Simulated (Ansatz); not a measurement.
**AlRu: response to strain**

AlRu is deformed so: equal xx and yy strain of +2 %. What stress and forces result, by LAPW, PAW and all-electron datasets made for the crystal?

Computed with Ansatz 0.2.0 (DFT PBEsol, scalar-relativistic, unless a step's input says otherwise).

## Step 1: The structure to begin with

The structure is cubic, space group Pm-3m (No. 221). The conventional cell has a = 2.992 Å, b = 2.992 Å, c = 2.992 Å, α = 90.00°, β = 90.00°, γ = 90.00°. Al (site symmetry m-3m) has 8 Ru at 2.59 Å as nearest neighbours. Around Ru (site symmetry m-3m) lie 8 Al at 2.59 Å.

As a file:

```
CELL_PARAMETERS angstrom
2.99160 0.00000 0.00000
0.00000 2.99160 0.00000
0.00000 0.00000 2.99160
ATOMIC_POSITIONS crystal
Al 0.00000 0.00000 0.00000
Ru 0.50000 0.50000 0.50000
```

Atoms are numbered in the order of the input: Al1, Ru2.

## Step 2: After the deformation

Space group Pm-3m before, P4/mmm after.

## Step 3: All-electron LAPW

The input, input.yaml:

```yaml
crystal:
  lattice:
    - [3.051432, 0.0, 0.0]
    - [0.0, 3.051432, 0.0]
    - [0.0, 0.0, 2.9916]
  atoms:
    - { symbol: Al, position: [0.0, 0.0, 0.0] }
    - { symbol: Ru, position: [0.5, 0.5, 0.5] }
kpoints:
  mp_grid: { grid: [12, 12, 12] }
  band_path:
    path:
      - [0.0, 0.0, 0.0]
      - [0.0, 0.5, 0.0]
      - [0.5, 0.5, 0.0]
      - [0.0, 0.0, 0.0]
      - [0.0, 0.0, 0.5]
      - [0.0, 0.5, 0.5]
      - [0.5, 0.5, 0.5]
      - [0.0, 0.0, 0.5]
      - [0.0, 0.5, 0.0]
    npoints: 5
scf:
  occupations: { method: fermi_dirac, width: 0.05 }
hamiltonian:
  xc: pbesol
  pseudopotentials: { kind: all_electron, lapw: { basis_error: 0.001 } }
output:
  forces: true
  stress: true
  eigenvalues: true
```

Launch:

```sh
$ ansatz run input.yaml --threads 1 --pin off --max-ram 3072MiB --backend cpu --events-out ev --progress --plain --runs-dir out
```

## Step 4: Frozen-core PAW

The input, input.yaml:

```yaml
crystal:
  lattice:
    - [3.051432, 0.0, 0.0]
    - [0.0, 3.051432, 0.0]
    - [0.0, 0.0, 2.9916]
  atoms:
    - { symbol: Al, position: [0.0, 0.0, 0.0] }
    - { symbol: Ru, position: [0.5, 0.5, 0.5] }
kpoints:
  mp_grid: { grid: [12, 12, 12] }
scf:
  occupations: { method: fermi_dirac, width: 0.05 }
hamiltonian:
  xc: pbesol
  pseudopotentials: { kind: paw }
output:
  forces: true
  stress: true
  eigenvalues: true
  efg: { contact_densities: true }
  write_density: true
  write_potential: true
  elf: true
  volumetric_format: npy
```

## Step 5: All-electron PAW on datasets made for the crystal

input.yaml, as its differences from that of step 4:

```diff
@@ -14,3 +14,3 @@
   xc: pbesol
-  pseudopotentials: { kind: paw }
+  pseudopotentials: { kind: all_electron, datasets: crystal }
 output:
@@ -20,5 +20 @@
   efg: { contact_densities: true }
-  write_density: true
-  write_potential: true
-  elf: true
-  volumetric_format: npy
```

(Steps that only read results are left out.)

Q: Predict the outcome of this session. Wanted: pressure; largest shear or deviatoric stress.

The runs gave:

```
                                 quantity                                                 value
                                 pressure  LAPW -10.77, PAW -10.75, crystal datasets -10.77 GPa
largest shear or deviatoric stress (LAPW)                                              2.10 GPa
```

The largest part of the stress beyond the pressure is 2.10 GPa in size, in the zz component; the atoms are carried along and not relaxed. No run of the undeformed cell stands beside it, so the pressure holds what the given cell had before the change. PAW: stress within 0.02 GPa of LAPW. Crystal datasets: stress within 0.01 GPa of LAPW.
